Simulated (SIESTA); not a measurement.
Pb2O:

```
Pb O
1.0
     5.38000    0.00000    0.00000
     0.00000    5.38000    0.00000
     0.00000    0.00000    5.38000
Pb O
4 2
Direct
  0.75000 0.25000 0.75000
  0.25000 0.75000 0.75000
  0.75000 0.75000 0.25000
  0.25000 0.25000 0.25000
  0.50000 0.50000 0.50000
  0.00000 0.00000 0.00000
```

Base run:

```yaml
Program: SIESTA 5.4.2
Functional: PBEsol
Potentials_or_basis: PseudoDojo 0.4 standard (PBEsol files)
Basis: DZP (energy shift 0.003 Ry; two zetas on semicore shells)
Grid_cutoff: 800 Ry
Energy_shift: 0.003 Ry
k_mesh: 5 × 5 × 5
Occupations: fermi-dirac, width 0.05 eV
Spin: no spin polarisation
```

Its results: band gap on the k mesh none (metal or under the smearing width); pressure 1.3 GPa.

The run is repeated on the same cell with these changes: functional from PBEsol to PBE; potentials or basis from PseudoDojo 0.4 standard (PBEsol files) to PseudoDojo 0.4 standard (PBE files). What comes out?

Band gap on the k mesh none (metal or under the smearing width); pressure 4.1 GPa.

Caveats: the basis of atomic orbitals isn't converged, which shifts pressures, moduli and gaps; spin-orbit coupling is left out, which moves the levels of the heavy elements (some runs).
